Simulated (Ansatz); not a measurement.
# C3H6AuN: one species, many methods

An exercise on one series of results from a longer session: the logs are not shown, and one member is left open.

Program: Ansatz 0.2.0, Gaussian basis. Level of theory: functionals in def2-TZVPP, the program's frozen cores in correlated methods. These are calculated values, not measurements.

Plan: LDA (SPW92), PBE-D4, revPBE-D4, BLYP-D4, r2SCAN-D4, B97M-V, PBE0-D4, B3LYP-D4, r2SCANh-D4, r2SCAN0-D4, HSE06-D4, BHLYP-D4, CAM-B3LYP-D4, LC-ωPBE, ωB97X-V, ωB97M-V, B2PLYP, PBE-QIDH; CCSD(T)/def2-SVP; CCSD(T)/def2-TZVPP; MP2/def2-QZVPP; extrapolation to the limit; RPA on PBE.

2 further runs of the same task are left out: 2 for a known fault of the program.

## Structure used throughout

An earlier PBE0-D4 in a triple-zeta def2 set relaxation fixed the geometry. Au takes the def2 core potential; no spin-orbit term is included.

SMILES `CC#[N+][Au-][CH3]`, 11 atoms, charge 0, spin multiplicity 1.

Atoms are counted from 1 here; the program's logs count them from 0.

Bond lengths: C1–C2 1.444 Å, C1–H6 1.091 Å, C1–H7 1.091 Å, C1–H8 1.091 Å, C2–N3 1.145 Å, N3–Au4 2.050 Å, Au4–C5 2.019 Å, C5–H9 1.094 Å, C5–H10 1.094 Å, C5–H11 1.094 Å. Angles: C2–C1–H6 109.9°, C2–C1–H7 109.9°, C2–C1–H8 109.9°, H6–C1–H7 109.1°, H6–C1–H8 109.1°, H7–C1–H8 109.1°, C1–C2–N3 180.0°, C2–N3–Au4 179.9°, N3–Au4–C5 180.0°, Au4–C5–H9 110.8°, Au4–C5–H10 110.7°, Au4–C5–H11 110.8°, H9–C5–H10 108.2°, H9–C5–H11 108.2°, H10–C5–H11 108.1°.

Set-up of the first run:

in.yaml reads:

```yaml
crystal:
  periodic: [false, false, false]
  atoms:
    - {symbol: C, position_ang: [0.284931, -1.065053, 3.019363]}
    - {symbol: C, position_ang: [0.157871, -0.585698, 1.663001]}
    - {symbol: N, position_ang: [0.057011, -0.205675, 0.587209]}
    - {symbol: Au, position_ang: [-0.125765, 0.472573, -1.338239]}
    - {symbol: C, position_ang: [-0.305646, 1.140741, -3.235483]}
    - {symbol: H, position_ang: [1.263807, -1.526514, 3.159409]}
    - {symbol: H, position_ang: [0.179347, -0.233527, 3.718044]}
    - {symbol: H, position_ang: [-0.490708, -1.804391, 3.225521]}
    - {symbol: H, position_ang: [0.527817, 0.790522, -3.850977]}
    - {symbol: H, position_ang: [-0.312871, 2.234031, -3.261929]}
    - {symbol: H, position_ang: [-1.235795, 0.783003, -3.685918]}
basis:
  gaussian: {orbitals: def2-TZVPP}
hamiltonian: {xc: lda}
output: {orbitals: {seedname: orbitals}}
```

Command:

```bash
ansatz run in.yaml --threads 4 --pin off --events-out ev --progress --plain --max-ram 10444MiB
```

Steps of the session up to this table: LDA; PBE-D4 (GGA); revPBE-D4 (GGA); BLYP-D4 (GGA); r2SCAN-D4 (meta-GGA); B97M-V (meta-GGA); PBE0-D4 (hybrid); B3LYP-D4 (hybrid); r2SCANh-D4 (hybrid); r2SCAN0-D4 (hybrid); HSE06-D4 (hybrid); BHLYP-D4 (hybrid); CAM-B3LYP-D4 (range-separated); LC-ωPBE (range-separated); ωB97X-V (range-separated); ωB97M-V (range-separated); B2PLYP (double hybrid); PBE-QIDH (double hybrid).

One table of the session follows, with a row left open; its other results are not shown here.

It belongs to the step «Orbital energies across the functionals». 

```
  functional  HOMO (eV)  gap (eV)
 LDA (SPW92)      -5.61      4.04
      PBE-D4      -5.33      3.98
   revPBE-D4      -5.24      3.97
     BLYP-D4          ?         ?
   r2SCAN-D4      -5.49      4.38
      B97M-V      -5.22      4.15
     PBE0-D4      -6.23      5.84
    B3LYP-D4      -6.08      5.44
  r2SCANh-D4      -5.84      5.08
  r2SCAN0-D4      -6.38      6.14
    HSE06-D4      -5.84      5.07
    BHLYP-D4      -7.03      7.65
CAM-B3LYP-D4      -7.48      8.13
     LC-ωPBE      -8.65     10.42
     ωB97X-V      -8.37     10.06
     ωB97M-V      -8.32      9.81
```

**Question.** Estimate the row for BLYP-D4.

Worked estimate for «HOMO (eV)». Against the share of exact exchange, B3LYP-D4 (0.2, -6.08), BHLYP-D4 (0.5, -7.03) give a slope of -3.17 per unit share; at 0 the line stands at -5.45.

The run gave: HOMO (eV): -5.21; gap (eV): 3.97. In «HOMO (eV)» the line misses by -0.24.
